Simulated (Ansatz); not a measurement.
Run this with the Ansatz DFT code, driven from Python and show what comes out.

Script `run_methods.py`:
```python
'''One geometry of CH8GeOSi, method by method.'''

from pathlib import Path
import logging
import sys

import ansatz as az
import numpy as np

logging.basicConfig(stream=sys.stdout, format='%(levelname)s:%(name)s:%(message)s')
logger = logging.getLogger('ansatz_job')
logger.setLevel(logging.INFO)


def main() -> None:
    system = (
        az.Crystal.molecule()
        .atom('O', (-0.6495, 1.6482, -1.23))
        .atom('Si', (-0.5391, 1.2679, 0.4132))
        .atom('C', (0.6572, -0.1261, 0.5788))
        .atom('Ge', (0.1189, -1.6778, -0.3752))
        .atom('H', (0.2075, 1.9872, -1.5309))
        .atom('H', (-0.0577, 2.4521, 1.1713))
        .atom('H', (-1.814, 0.8497, 0.9461))
        .atom('H', (1.7089, 0.2013, 0.171))
        .atom('H', (0.8105, -0.3634, 1.7085))
        .atom('H', (-0.1085, -1.3366, -1.8499))
        .atom('H', (1.0514, -2.8469, -0.1911))
        .atom('H', (-1.3087, -2.1107, 0.2221))
    )

    job = system.calculation().basis(gaussian='def2-SVP')

    logger.info('functional    E (Ha)        dipole (D)   HOMO (eV)  LUMO (eV)')
    for name in ['cam_b3lyp', 'b3lyp', 'lda', 'blyp', 'pbe0', 'revpbe']:
        data = job.functional(name).forces().orbitals().run(threads=1, runs_dir='runs').report
        lines = Path(data['orbitals_path']).read_text().splitlines()
        field_of = lambda key: [line.split('=')[1].strip() for line in lines if line.startswith(key)]
        orbitals = [(27.211386 * float(e), s, float(n)) for e, s, n in zip(field_of('Ene='), field_of('Spin='), field_of('Occup='))]
        homo = max(e for e, _, n in orbitals if n > 0.5)
        lumo = min(e for e, _, n in orbitals if n < 0.5)
        dipole = 4.803205 * np.linalg.norm(data['charge_distribution']['dipole_moment_e_ang'])
        logger.info(f'{name:10s} {data["free_energy_ev"] / 27.211386246:14.6f} {dipole:9.3f} {homo:11.3f} {lumo:10.3f}')


if __name__ == '__main__':
    main()
```

Output of `python run_methods.py`:
```text
INFO:ansatz_job:functional    E (Ha)        dipole (D)   HOMO (eV)  LUMO (eV)
INFO:ansatz_job:cam_b3lyp    -2484.289045     2.153      -9.592      1.775
INFO:ansatz_job:b3lyp        -2484.287242     2.121      -7.974      0.502
INFO:ansatz_job:lda          -2478.925722     2.118      -6.803     -0.385
INFO:ansatz_job:blyp         -2484.204889     2.046      -6.584     -0.066
INFO:ansatz_job:pbe0         -2483.700886     2.154      -8.239      0.756
INFO:ansatz_job:revpbe       -2483.952628     2.052      -6.684     -0.053
```

Notes:
- Total energies depend on the basis set; only differences at equal settings carry meaning.
- The geometry is a force-field or estimated start, not a minimum of this method, and the basis set is short of its limit. A lower total doesn't mark the better method: functionals have no common bound, and MP2 and coupled cluster aren't variational.
- b3lyp holds the VWN-RPA fit, as in Gaussian; the form of ORCA and Turbomole is b3lyp5.
- Levels such as HOMO and LUMO are orbital energies: with these approximate functionals they aren't the ionisation energy and electron affinity, and their gap isn't the fundamental gap.
- Finished in 32 s on 1 thread of Arm Neoverse V2 (shared host), peak memory 0.39 GiB.

(Lines on the test bed's own set-up are left out of the output.)
